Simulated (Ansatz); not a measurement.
# Si2W3: the cost of one run

Program: Ansatz 0.2.0. Level of theory: DFT PBE, scalar-relativistic, plane waves, PAW. These are calculated values, not measurements.

3 further runs of the same task are left out: 1 for a known fault of the program, 2 that didn't finish. Runs told in other sessions of the task aren't counted.

## 1. The starting structure

Symmetry: P4/mbm, No. 127, tetragonal system. The conventional cell has a = 6.630 Å, b = 6.630 Å, c = 3.312 Å, α = 90.00°, β = 90.00°, γ = 90.00°. Around Si (site symmetry m2m) lie 1 Si at 2.52 Å and 8 W at 2.55 to 2.58 Å. W (site symmetry 4/m) is surrounded by 4 Si at 2.58 Å. Around W (site symmetry m2m) lie 6 Si at 2.55 to 2.56 Å.

Coordinates:

```
CELL_PARAMETERS angstrom
6.63003 0.00000 0.00000
0.00000 6.63003 0.00000
0.00000 0.00000 3.31232
ATOMIC_POSITIONS crystal
Si 0.13423 0.63423 0.00000
Si 0.86577 0.36577 0.00000
Si 0.63423 0.86577 0.00000
Si 0.36577 0.13423 0.00000
W 0.50000 0.50000 0.00000
W 0.00000 0.00000 0.00000
W 0.65951 0.15951 0.50000
W 0.34049 0.84049 0.50000
W 0.15951 0.34049 0.50000
W 0.84049 0.65951 0.50000
```

It goes back to an entry of the Materials Project, which need not be the stable form.

This cell was relaxed beforehand with the same method: volume 14.56 Å³/atom, gap on the mesh none (metal).

## 2. The reference cell

The reference gives a free energy of -64852.0603 eV, pressure -0.01 GPa, largest force 0.023 eV/Å and gap on the mesh none (metal). It was computed beforehand with the settings of the runs below.

## 3. The scan: random displacements

All atoms are moved at random with no net shift, in some cells together with a random strain.

## 4. Point rms move = 0.086 Å

input.yaml reads:

```yaml
crystal:
  lattice:
    - [6.0732582546, 0.5342251534, -0.0075357098]
    - [0.5342251534, 6.8236386487, 0.1715403272]
    - [-0.0037647909, 0.0857004155, 3.2447623906]
  atoms:
    - { symbol: Si, position: [0.1274468673, 0.6464230813, -0.0033375065] }
    - { symbol: Si, position: [0.8711471006, 0.3589223663, -0.0144758886] }
    - { symbol: Si, position: [0.6369979457, 0.8503209303, -0.0099201186] }
    - { symbol: Si, position: [0.3613960504, 0.1274786824, 8.98775e-05] }
    - { symbol: W, position: [0.4990445883, 0.4988196554, 0.0234136731] }
    - { symbol: W, position: [0.0033751169, 0.0081530769, -0.0086994874] }
    - { symbol: W, position: [0.6714558414, 0.1650202529, 0.4863883124] }
    - { symbol: W, position: [0.3337619841, 0.8470615131, 0.520592038] }
    - { symbol: W, position: [0.1509475187, 0.3282179953, 0.5079206404] }
    - { symbol: W, position: [0.8444269866, 0.669582446, 0.4980284596] }
basis:
  ecutwfc: 420
kpoints:
  mp_grid: { grid: [6, 6, 12] }
hamiltonian:
  xc: pbe
scf:
  occupations: { method: gaussian, width: 0.15 }
output:
  forces: true
  stress: true
  eigenvalues: true
```

Launch:

```bash
$ ansatz run input.yaml --threads 2 --pin off --max-ram 5120MiB --backend cpu --events-out ev --progress --plain --runs-dir out
```

What time and memory should one allow on 2 threads of Intel Xeon at 2.50GHz (Skylake/Cascade Lake), shared host?

About 2.3 min, with a peak of 1.3 GiB.
